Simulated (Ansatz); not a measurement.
**CH5FOSn (SMILES [CH3][SnH]([OH])[F]) at PBE-QIDH/def2-SVP (core potential)**

What is the vertical ionisation energy of CH5FOSn at PBE-QIDH/def2-SVP (core potential)? 

Program for the calculation: Ansatz 0.2.0.

116 further runs of the same task are left out: 116 set aside as unsound or not needed.

## (1) Starting point

CH5FOSn has 9 atoms, charge 0, and is taken as a singlet. SMILES: `[CH3][SnH]([OH])[F]`. The shape is that of a PBE0-D4/def2-TZVP optimisation. This is one conformer, not always the lowest.

Bond lengths: C1–Sn2 2.120 Å, Sn2–O3 1.954 Å, Sn2–F4 1.928 Å, C1–H5 1.090 Å, C1–H6 1.090 Å, C1–H7 1.090 Å, Sn2–H8 1.697 Å, O3–H9 0.960 Å. Some angles: C1–Sn2–O3 112.2°, C1–Sn2–F4 104.4°, O3–Sn2–F4 104.6°, C1–Sn2–H8 121.5°, O3–Sn2–H8 105.6°, F4–Sn2–H8 107.3°, Sn2–C1–H5 109.8°, Sn2–C1–H6 110.0°, Sn2–C1–H7 108.7°, Sn2–O3–H9 113.8°.

## (2) The energy at PBE-QIDH/def2-SVP (core potential)

File molecule.yaml:

```yaml
crystal:
  periodic: [false, false, false]
  atoms:
    - {symbol: C, position_ang: [-0.348000, 1.320900, -0.172600]}
    - {symbol: Sn, position_ang: [-0.271200, -0.757400, 0.237600]}
    - {symbol: O, position_ang: [1.527400, -1.346400, 0.725000]}
    - {symbol: F, position_ang: [-0.613200, -1.596000, -1.464600]}
    - {symbol: H, position_ang: [-1.361700, 1.603400, -0.455800]}
    - {symbol: H, position_ang: [-0.043600, 1.885400, 0.708500]}
    - {symbol: H, position_ang: [0.329800, 1.539100, -0.997600]}
    - {symbol: H, position_ang: [-1.308700, -1.477000, 1.371800]}
    - {symbol: H, position_ang: [2.177700, -1.218400, 0.030600]}
basis:
  gaussian: {orbitals: def2-SVP}
hamiltonian: {xc: {name: PBE-QIDH}}
correlation: {frozen_orbitals: {C: 1, F: 1, H: 0, O: 1, Sn: 4}}
accuracy: high
output: {orbitals: {seedname: orbitals}}
```

Started as:

```sh
$ ansatz run molecule.yaml --threads 1 --pin off --max-ram 3480MiB --events-out events.jsonl --progress --plain --runs-dir runs
```

Output:

```text
Warning: RAYON_NUM_THREADS=1 ignored (pool sized by the plan → 1); use --threads N
Functional definition: PBE-QIDH
  name "PBE-QIDH"
  parameter a = 3^(-1/3)
  parameter c = 1/3
  exchange = (1 - a)*pbe_x + a*exact_x
  correlation = (1 - c)*pbe_c + c*(mp2_os + mp2_ss)
2210 factors; integrals over basis functions are off by at most 3.4e-9 eV
mean field evaluation 1: about -11682.4161 eV, gradient 5.3e1 eV
mean field evaluation 2: about -11682.4984 eV, gradient 5.3e1 eV
mean field evaluation 4: about -11687.9280 eV, gradient 3.8e0 eV
mean field evaluation 8: about -11687.9763 eV, gradient 3.1e-1 eV
mean field evaluation 16: about -11687.9765 eV, gradient 5.4e-5 eV
mean field -11687.97651225 eV, -429.5252144301 hartree, gradient 3.3e-8 eV, S^2 0.000000; 0 other end points of the search recorded, 0 dependent functions left out
7 core orbitals not correlated: weight in the atoms' cores, before any rotation towards them, 1.000 or more for the frozen orbitals, at most 0.000 for the correlated occupied ones
reference -11687.97651346 eV, -429.5252144745 hartree; 18, 18 occupied and 68, 68 virtual orbitals, 2210 factors
second order -19.61490406 eV of doubles, -0.00000000 eV of singles
Total energy: -11694.51481481 eV, -429.7654926174 hartree
```

It took 14 s on 1 thread of Arm Neoverse V1, shared host; peak memory 0.34 GiB.

## (3) The doublet cation

File input.yaml:

```yaml
crystal:
  periodic: [false, false, false]
  atoms:
    - symbol: C
      position_ang: [-0.348000, 1.320900, -0.172600]
    - symbol: Sn
      position_ang: [-0.271200, -0.757400, 0.237600]
    - symbol: O
      position_ang: [1.527400, -1.346400, 0.725000]
    - symbol: F
      position_ang: [-0.613200, -1.596000, -1.464600]
    - symbol: H
      position_ang: [-1.361700, 1.603400, -0.455800]
    - symbol: H
      position_ang: [-0.043600, 1.885400, 0.708500]
    - symbol: H
      position_ang: [0.329800, 1.539100, -0.997600]
    - symbol: H
      position_ang: [-1.308700, -1.477000, 1.371800]
    - symbol: H
      position_ang: [2.177700, -1.218400, 0.030600]
basis:
  gaussian: {orbitals: def2-SVP}
total_charge: 1
magnetization: {spin_polarized: true, initial_magnetization: 1}
hamiltonian: {xc: {name: PBE-QIDH}}
correlation: {frozen_orbitals: {C: 1, F: 1, H: 0, O: 1, Sn: 4}}
accuracy: high
output: {orbitals: {seedname: orbitals}}
```

Started as:

```sh
$ ansatz run input.yaml --threads 1 --pin off --max-ram 3480MiB --events-out events.jsonl --progress --plain --runs-dir runs
```

Output:

```text
Warning: RAYON_NUM_THREADS=1 ignored (pool sized by the plan → 1); use --threads N
[... 6 set-up lines as earlier in the session ...]
2211 factors; integrals over basis functions are off by at most 3.4e-9 eV
mean field evaluation 1: about -11664.3158 eV, gradient 5.5e1 eV
mean field evaluation 2: about -11664.4058 eV, gradient 5.5e1 eV
mean field evaluation 4: about -11675.8500 eV, gradient 1.4e1 eV
mean field evaluation 8: about -11676.9829 eV, gradient 1.2e0 eV
mean field evaluation 16: about -11677.3609 eV, gradient 5.0e-2 eV
mean field evaluation 32: about -11677.3415 eV, gradient 1.5e0 eV
mean field -11677.36097428 eV, -429.1351006054 hartree, gradient 8.6e-8 eV, S^2 0.763152; 4 other end points of the search recorded, 0 dependent functions left out
7 core orbitals not correlated: weight in the atoms' cores, before any rotation towards them, 1.000 or more for the frozen orbitals, at most 0.000 for the correlated occupied ones
reference -11677.36097549 eV, -429.1351006498 hartree; 18, 17 occupied and 68, 69 virtual orbitals, 2211 factors
second order -18.28004287 eV of doubles, -0.00000000 eV of singles
Total energy: -11683.45432312 eV, -429.3590270447 hartree
```

It took 39 s on 1 thread of Arm Neoverse V1, shared host; peak memory 0.59 GiB.

## (4) What came out

Level: PBE-QIDH/def2-SVP (core potential), 7 core orbitals frozen.

```
                                                                quantity          value
                                           singlet CH5FOSn: total energy  -429.76549 Eh
                      singlet CH5FOSn: HOMO energy (SCF part's orbitals)      -10.72 eV
                      singlet CH5FOSn: LUMO energy (SCF part's orbitals)        1.90 eV
                    singlet CH5FOSn: HOMO–LUMO gap (SCF part's orbitals)       12.63 eV
                                            doublet cation: total energy  -429.35903 Eh
doublet cation: HOMO energy (SCF part's orbitals) (highest over α and β)      -16.31 eV
 doublet cation: LUMO energy (SCF part's orbitals) (lowest over α and β)      -10.17 eV
                                                    doublet cation: ⟨S²⟩          0.763
                      vertical ionisation energy (to the doublet cation)      11.060 eV
```

Removing an electron at fixed nuclei costs 11.06 eV (255 kcal/mol). The negative HOMO energy of the first species, 10.72 eV, lies 0.34 eV below that difference.
